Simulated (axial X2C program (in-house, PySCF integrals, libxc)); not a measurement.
# Linear AsNC at several levels

The task here is to estimate one member of a computed series from the others.

The runs use an in-house X2C program for linear molecules on PySCF integrals; all-electron X2C, two-component (2c) or spin-free, As dyall-v3z, N dyall-av3z, C dyall-v3z.

All values are calculated.

2 further runs of the same task are left out: 2 set aside as unsound or not needed.

Set-up of the first run:

The input, task.json:

```json
{"zs": [33, 7, 6], "q": 0, "bas": ["dyall-v3z", "dyall-av3z", "dyall-v3z"], "r0": [1.87, 1.17], "symm": 0, "scan": ["PBE0", "HF", "B3LYP"], "levels": ["PBE0", "HF", "BHandHLYP"], "nst": 2}
```

Keys: zs atomic numbers; q charge; bas basis sets; r0 starting distance in Å; symm equal bonds; scan levels of the two-bond scan (MP2 follows by itself at each HF point); levels methods; nst determinants followed.

Launch:

```bash
$ python solin.py task.json out
```

Masses As 74.922, N 14.003, C 12.000 u.

Among the steps run: Scan at PBE0, 2c; Scan at HF, 2c; Scan at B3LYP, 2c.

One of the session's tables, all rows but one given; the rest of the session is left out.

```
           level  r(As–N) (Å)  r(N–C) (Å)  lower stretch (cm⁻¹)  upper stretch (cm⁻¹)
        PBE0, 2c        1.810       1.180                 534.2                2066.1
          HF, 2c        1.819       1.157                 547.2                2222.3
       B3LYP, 2c        1.823       1.180                 517.4                2039.4
         MP2, 2c            ?           ?                     ?                     ?
 PBE0, spin-free        1.809       1.180                 534.7                2066.2
   HF, spin-free        1.818       1.157                 547.8                2222.4
B3LYP, spin-free        1.823       1.180                 518.0                2039.5
  MP2, spin-free        1.848       1.184                 512.9                2206.7
```

**Question.** Estimate the row for MP2, 2c.

The run gave: r(As–N) (Å): 1.848; r(N–C) (Å): 1.184; lower stretch (cm⁻¹): 512.5; upper stretch (cm⁻¹): 2206.5.

Scans not shown above were run alike.

MP2 freezes inner shells (threshold -2 hartree). The molecule was held linear; bending was not examined, so a bent shape may lie lower. Open-shell Ω = 0 determinants with evenly filled partner blocks cannot be reached by this program, so the Ω shown need not be the lowest component. Note: several unpaired electrons, one determinant need not be a pure state.
